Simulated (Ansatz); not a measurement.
I need energies of removing a hydrogen of C₂H₆AlFO, SMILES OC(F)[CH2][AlH2]. Use the Python package of Ansatz (0.2.0). Use (for the species named): Hartree-Fock, def2-TZVP basis, multiplicity 1.

```xyz
11

O     0.4223    0.0923    2.1663
C     0.4601    0.3292    0.7698
F     1.6576   -0.1277    0.3056
C    -0.5888   -0.4206    0.0763
Al   -0.6839   -0.1239   -1.9173
H     1.0846    0.7145    2.5584
H     0.3986    1.4198    0.5442
H    -0.5101   -1.5037    0.2567
H    -1.6383   -0.0842    0.5289
H     0.2528    1.0467   -2.4442
H    -0.7895   -1.3995   -2.8242
```

The script, `c2h6alfo_bde.py`:
```python
'''X-H bond energies of C2H6AlFO without relaxation.'''

import ansatz as az

BASIS = 'def2-TZVP'
XC = 'HF'


def energy(molecule, charge=0, unpaired=0):
    calc = molecule.calculation().basis(gaussian=BASIS).functional(XC)
    if charge:
        calc = calc.charge(charge)
    if unpaired:
        calc = calc.spin('collinear', total=unpaired)
    report = calc.run().report
    if report['published_state_doubts']:
        print('  doubts:', report['published_state_doubts'])
    return report['free_energy_ev']

def without(molecule, index):
    rest = az.Crystal.molecule()
    for i, site in enumerate(molecule.cartesian_sites):
        if i != index:
            rest = rest.atom(site.symbol, site.position_ang)
    return rest

system = (
    az.Crystal.molecule()
    .atom('O', (0.4223, 0.0923, 2.1663))
    .atom('C', (0.4601, 0.3292, 0.7698))
    .atom('F', (1.6576, -0.1277, 0.3056))
    .atom('C', (-0.5888, -0.4206, 0.0763))
    .atom('Al', (-0.6839, -0.1239, -1.9173))
    .atom('H', (1.0846, 0.7145, 2.5584))
    .atom('H', (0.3986, 1.4198, 0.5442))
    .atom('H', (-0.5101, -1.5037, 0.2567))
    .atom('H', (-1.6383, -0.0842, 0.5289))
    .atom('H', (0.2528, 1.0467, -2.4442))
    .atom('H', (-0.7895, -1.3995, -2.8242))
)

whole = energy(system, 0)
hydrogen = energy(az.Crystal.molecule().atom('H', (0, 0, 0)), 0, 1)
print(f'E(molecule) = {whole:.5f} eV, E(H) = {hydrogen:.5f} eV')
for index in [5, 6, 8]:
    radical = energy(without(system, index), 0, 1)
    print(f'H{index}: homolysis {(radical + hydrogen - whole):.3f} eV')
```

Output of `python c2h6alfo_bde.py`:
```text
E(molecule) = -13483.91316 eV, E(H) = -13.60052 eV
H5: homolysis 3.385 eV
H6: homolysis 3.626 eV
H8: homolysis 3.430 eV
```

What to keep in mind:
- Total energies depend on the basis set; only differences at equal settings carry meaning.
- The geometry is a force-field or estimated start, not a minimum of this method, and the basis set is short of its limit. All parts are taken at fixed geometry, without zero-point energy.
- Hartree-Fock leaves correlation out, so bond, atomisation and ionisation energies come out well too low.
- The whole script took 52 s on 1 thread of Arm Neoverse V2, with other jobs on the host, peak memory 0.74 GiB.
